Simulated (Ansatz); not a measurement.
# ClFGeH4O3: the cost of one run

Method: RKS PBE0-D4/def2-SVP, in Ansatz 0.2.0.

### Step 1. Starting point

Bond lengths: Ge1–O2 2.120 Å, O2–H3 1.010 Å, Ge1–O4 1.770 Å, O4–H5 1.010 Å, Ge1–F6 1.679 Å, Ge1–O7 1.769 Å, O7–H8 1.010 Å, Ge1–Cl9 2.520 Å. Angles: Ge1–O2–H3 109.5°, O2–Ge1–O4 109.4°, O2–Ge1–F6 109.5°, O2–Ge1–O7 109.5°, O2–Ge1–Cl9 71.6°, O4–Ge1–F6 109.5°, O4–Ge1–O7 109.5°, O4–Ge1–Cl9 67.1°, F6–Ge1–O7 109.5°, F6–Ge1–Cl9 72.9°, O7–Ge1–Cl9 176.5°, Ge1–O4–H5 109.5°, Ge1–O7–H8 109.5°.

Structure file:

```xyz
10

Ge    0.0000    0.0000    0.0000
O     0.0000    0.0000    2.1200
H    -0.9095   -0.2814    2.4571
O     1.6691    0.0000   -0.5894
H     1.9855   -0.9521   -0.7061
F    -0.7913    1.3709   -0.5594
O    -0.8337   -1.4443   -0.5894
H    -1.2883   -1.9100    0.1830
Cl    1.3216    1.9931    0.7946
H     0.6966    1.0505    1.9346
```

### Step 2. A restrained relaxation towards end A

Springs on the bonds that form and break draw the guess towards this end; the thresholds are loose.

input.yaml reads:

```yaml
crystal:
  periodic: [false, false, false]
  atoms:
    - { symbol: Ge, position_ang: [0.0, 0.0, 0.0] }
    - { symbol: O, position_ang: [0.0, 0.0, 2.12] }
    - { symbol: H, position_ang: [-0.9095, -0.2814, 2.4571] }
    - { symbol: O, position_ang: [1.6691, 0.0, -0.5894] }
    - { symbol: H, position_ang: [1.9855, -0.9521, -0.7061] }
    - { symbol: F, position_ang: [-0.7913, 1.3709, -0.5594] }
    - { symbol: O, position_ang: [-0.8337, -1.4443, -0.5894] }
    - { symbol: H, position_ang: [-1.2883, -1.91, 0.183] }
    - { symbol: Cl, position_ang: [1.3216, 1.9931, 0.7946] }
    - { symbol: H, position_ang: [0.6966, 1.0505, 1.9346] }
basis:
  gaussian: { orbitals: def2-SVP }
hamiltonian:
  xc: pbe0
  dispersion: d4
relax:
  f_tol: 0.15
  max_steps: 25
  restrain:
    - { distance: [0, 8], at: 3.42, k: 30.0 }
    - { distance: [9, 1], at: 2.21, k: 30.0 }
    - { distance: [0, 1], at: 1.77, k: 30.0 }
    - { distance: [9, 8], at: 1.37, k: 30.0 }
```

Command:

```sh
$ ansatz run input.yaml --threads 4 --pin off --max-ram 5120MiB --backend cpu --events-out ev --progress --plain --runs-dir out
```

What time and memory should one allow on 4 threads of Arm Neoverse V1, shared host?

About 47 s, with a peak of 0.35 GiB.
